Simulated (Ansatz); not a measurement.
**B: strong compression**

How does B (bcc type) answer strong compression? Methods of the runs shown: PAW. Its runs: cell relaxed at zero pressure (PAW); volume scaled by 1 (PAW); volume scaled by 0.88 (PAW); volume scaled by 0.78 (PAW); volume scaled by 0.68 (PAW); volume scaled by 0.58 (PAW); volume scaled by 0.5 (PAW); volume scaled by 0.43 (PAW).

Computed with Ansatz 0.2.0 (DFT, PBEsol, PAW with Ansatz's default frozen-core files, scalar-relativistic, unless a step's input says otherwise).

2 further runs of the same task are left out: 2 that didn't finish. Runs told in other sessions of the task aren't counted.

**1. The system as given**

Symmetry: Im-3m, No. 229, cubic system. Conventional cell: a = 2.351 Å, b = 2.351 Å, c = 2.351 Å, α = 90.00°, β = 90.00°, γ = 90.00°. Around B (site symmetry m-3m) lie 8 B at 2.04 Å.

As a file:

```xyz
1
Lattice="-1.1757 1.1757 1.1757 1.1757 -1.1757 1.1757 1.1757 1.1757 -1.1757" Properties=species:S:1:pos:R:3 pbc="T T T"
B     0.0000    0.0000    0.0000
```

Whether this phase is the stable one at these pressures isn't tested.

**2. Cell relaxed at zero pressure, PAW**

Input file input.yaml:

```yaml
crystal:
  lattice:
    - [-1.1756673439, 1.1756673439, 1.1756673439]
    - [1.1756673439, -1.1756673439, 1.1756673439]
    - [1.1756673439, 1.1756673439, -1.1756673439]
  atoms:
    - { symbol: B, position: [0.0, 0.0, 0.0] }
kpoints:
  mp_grid: { grid: [25, 25, 25] }
scf:
  occupations: { method: fermi_dirac, width: 0.08 }
hamiltonian:
  xc: pbesol
  pseudopotentials: { kind: paw }
output:
  forces: true
  stress: true
  write_density: true
  write_potential: true
  elf: true
  volumetric_format: npy
relax:
  f_tol: 0.005
  max_steps: 40
  cell: {}
```

Started as:

```console
> ansatz run input.yaml --threads 1 --pin off --max-ram 2048MiB --backend cpu --events-out ev --progress --plain --runs-dir out
```

Further steps of the session: Volume scaled by 1, PAW; Volume scaled by 0.88, PAW; Volume scaled by 0.78, PAW; Volume scaled by 0.68, PAW; Volume scaled by 0.58, PAW; Volume scaled by 0.5, PAW; Volume scaled by 0.43, PAW.

Q: Predict the outcome of this session. Wanted: PAW pressure at 0.43 of the volume; fitted bulk modulus at zero pressure.

The runs gave:

```
                                  quantity      value
        PAW pressure at 0.43 of the volume  920.6 GPa
fitted bulk modulus at zero pressure (PAW)    246 GPa
                   its pressure derivative       3.66
```

What this shows: By PAW the pressure climbs to 921 GPa at 0.43 of the first volume. One third-order Birch-Murnaghan curve follows these points (B₀ = 246 GPa, B′ = 3.66, misfit at most 0.32 GPa). A fit over so wide a range leans to the high pressures, so B₀ can be off by several per cent. No all-electron run checks these rows here, and frozen cores can fail under such compression. The ions are at rest, and the electrons smeared by 0.08 eV.

At pressures up to 921 GPa the PAW spheres may overlap and frozen cores may not hold, so those PAW values are rough without an all-electron check.
